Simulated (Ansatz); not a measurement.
# BAuI4: the cost of one run

Computed with Ansatz 0.2.0 (DFT PBE, scalar-relativistic, plane waves, PAW, unless a step's input says otherwise).

### Step 1. The system as given

The structure is cubic, space group F-43m (No. 216). The conventional cell has a = 9.242 Å, b = 9.242 Å, c = 9.242 Å, α = 90.00°, β = 90.00°, γ = 90.00°. Around B (site symmetry -43m) lie 12 I at 3.83 Å and 4 Au at 4.00 Å. Au (site symmetry -43m) is surrounded by 12 I at 3.83 Å and 4 B at 4.00 Å. Around I (site symmetry 3m) lie 6 I at 3.25 to 3.28 Å and 3 Au at 3.83 Å.

Coordinates:

```cif
data_structure
_symmetry_space_group_name_H-M 'F-43m'
_symmetry_Int_Tables_number 216
_cell_length_a 9.2423
_cell_length_b 9.2423
_cell_length_c 9.2423
_cell_angle_alpha 90.000
_cell_angle_beta 90.000
_cell_angle_gamma 90.000
_cell_volume 789.49
loop_
_atom_site_label
_atom_site_type_symbol
_atom_site_symmetry_multiplicity
_atom_site_Wyckoff_symbol
_atom_site_fract_x
_atom_site_fract_y
_atom_site_fract_z
_atom_site_occupancy
B1 B 4 c 0.25000 0.25000 0.25000 1
Au1 Au 4 a 0.00000 0.00000 0.00000 1
I1 I 16 e 0.87450 0.37450 0.12550 1
```

The cell is invented: species swapped into a database cell of ZrCu4Ag (F-43m, No. 216), with B on the Zr sites, I on the Cu sites and Au on the Ag sites. Lengths come from tabulated atomic sizes and are only a guess.

### Step 2. A first look at the guess

Contents of input.yaml:

```yaml
crystal:
  lattice:
    - [0.0, 4.62116733, 4.62116733]
    - [4.62116733, 0.0, 4.62116733]
    - [4.62116733, 4.62116733, 0.0]
  atoms:
    - { symbol: B, position: [0.75, 0.75, 0.75] }
    - { symbol: Au, position: [0.0, 0.0, 0.0] }
    - { symbol: I, position: [0.87650383, 0.37449872, 0.37449872] }
    - { symbol: I, position: [0.37449872, 0.37449872, 0.37449872] }
    - { symbol: I, position: [0.37449872, 0.87650383, 0.37449872] }
    - { symbol: I, position: [0.37449872, 0.37449872, 0.87650383] }
basis:
  ecutwfc: 420
kpoints:
  mp_grid: { grid: [4, 4, 4] }
hamiltonian:
  xc: pbe
scf:
  occupations: { method: gaussian, width: 0.1 }
  lower_state_search: "off"
output:
  forces: true
  stress: true
  eigenvalues: true
```

Command:

```console
ansatz run input.yaml --threads 1 --pin off --max-ram 2048MiB --backend cpu --events-out ev --progress --plain --runs-dir out
```

**Question.** How long does this run take on 1 thread of Arm Neoverse V2, shared host, and how much memory does it need?

About 5.5 s, with a peak of 0.41 GiB.
